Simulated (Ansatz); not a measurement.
**AlGeHO (triplet): relaxing a cheap start**

Aim: relax a generated start of AlGeHO (triplet) and see which bonds hold.

Computed with Ansatz 0.2.0, Gaussian basis. Level: UKS PBE0/def2-TZVP.

### 1 The system as given

4 atoms, charge 0, spin multiplicity 3.

Atoms are counted from 1 here; the program's logs count them from 0.

Bond lengths: Al1–Ge2 2.454 Å, Ge2–O3 1.603 Å, Ge2–H4 1.618 Å. Angles: Al1–Ge2–O3 117.7°, Al1–Ge2–H4 123.5°, O3–Ge2–H4 118.8°.

As a file:

```xyz
4

Al   -1.87045   -0.72041   -0.00685
Ge    0.32924    0.36697    0.00337
O     1.62597   -0.57544   -0.00485
H     0.53315    1.97182    0.01785
```

The start was built by rule and, where that kept it together, relaxed with GFN2-xTB. Sticks and bond lists go by distance. No spin-orbit coupling is included. 

### 2 The run

in.yaml reads:

```yaml
crystal:
  periodic: [false, false, false]
  atoms:
    - {symbol: Al, position_ang: [-1.870451, -0.720407, -0.006854]}
    - {symbol: Ge, position_ang: [0.329236, 0.366972, 0.003367]}
    - {symbol: O, position_ang: [1.625972, -0.575438, -0.004854]}
    - {symbol: H, position_ang: [0.533152, 1.971822, 0.017848]}
basis:
  gaussian: {orbitals: def2-TZVP}
magnetization: {spin_polarized: true, initial_magnetization: 2}
hamiltonian: {xc: pbe0}
relax: {f_tol: 0.004, max_steps: 80}
```

Command:

```sh
$ ansatz run in.yaml --threads 1 --pin off --events-out ev --progress --plain --max-ram 2176MiB
```

Q: Predict the outcome of this session. Wanted: energy gained; shift from the start; total energy; dipole moment; ⟨S²⟩.

As calculated:

| quantity | value |
| --- | --- |
| steps | 5 |
| energy gained | 0.124 eV |
| shift from the start (rms) | 0.120 Å |
| total energy | -65164.3516 eV |
| dipole moment | 4.63 D |
| ⟨S²⟩ | 2.017 |

**Reading.** The bonds of the start are those of the end. Ge2–H4 went from 1.618 to 1.554 Å. No vibrations were run, so this is a stationary point, not a proven minimum, and this spin need not be the ground state's.
